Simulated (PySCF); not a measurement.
# A diatomic session: KMg

What are the lowest state that PBE0 finds, the bond length, vibrational wavenumber and bond energy of KMg, and how much do these hang on the method?

Program: PySCF 2.14.0. Level of theory: K def2-SVPD, Mg def2-SVPD, no relativity. These are calculated values, not measurements.

### 1 Set-up

A driver script around PySCF takes these settings:

```
atoms                         : K, Mg
charge                        : 0
basis                         : K def2-SVPD, Mg def2-SVPD
Hamiltonian                   : no relativity
basis functions               : 48
electrons treated             : 31
masses in u                   : 38.9637, 23.9850
levels                        : PBE0, PBE, r²SCAN, TPSS, LDA, PBEsol, ωB97X, HF, MP2, SCS-MP2, CCSD, CCSD(T)
grid                          : 80 radial by 434 angular points
occupations                   : held fixed by the projection of orbital angular momentum
dissociation limit            : K + Mg, each in its ground configuration
starting distance in angstrom : 3.300
values of 2S to try           : 1, 3
```

Started as:

```
> OMP_NUM_THREADS=1 python dia.py task.json out
```

The runs that follow: The PBE0 curve of the state that the search chose; Excited determinants; PBE (GGA); r²SCAN (meta-GGA); TPSS (meta-GGA); LDA (local density); PBEsol (GGA); ωB97X (range-separated hybrid); ROHF (mean field); MP2 and coupled cluster.

What does the calculation give? Wanted: for each run, Re; ωe; De; μ.

**Answer**, as computed:

Lowest PBE0 solution found, without spin–orbit coupling: ²Σ⁺ (doublet), unpaired electrons σ ↑. State 3 has its PBE0 minimum 2.34 eV higher. The other levels ran on the lowest alone.

```tsv
level	Re (Å)	ωe (cm⁻¹)	De (eV)	μ (D)
ROHF-MP2	4.413	45.6	0.062	n/a
ROHF-SCS-MP2	4.492	41.2	0.048	n/a
ROHF-CCSD	4.289	51.3	0.074	n/a
ROHF-CCSD(T)	4.217	56.5	0.090	n/a
LDA	3.767	91.9	0.259	-1.44
PBE	3.893	84.9	0.204	-1.77
PBEsol	3.853	87.8	0.231	-1.76
TPSS	3.901	90.4	0.223	-2.48
r²SCAN	3.946	84.1	0.215	-2.54
PBE0	3.936	81.0	0.171	-1.89
ωB97X	3.950	75.6	0.097	-1.78
```

De is counted to K + Mg in their ground configurations. A positive dipole means K(−)Mg(+). No constants: ROHF (no minimum is bracketed among the points kept).

What this shows: Bond lengths run from 3.767 Å (LDA) to 4.492 Å (ROHF-SCS-MP2). CCSD(T) can't serve as the judge here: for a weak bond in this basis it is far from its limit. Among the levels with a De in the table, it runs from 0.048 eV (ROHF-SCS-MP2) to 0.259 eV (LDA).

Correlated steps freeze 6 core orbitals. The bond is weak, and basis-set superposition, which was not computed, may be a sizeable part of it.
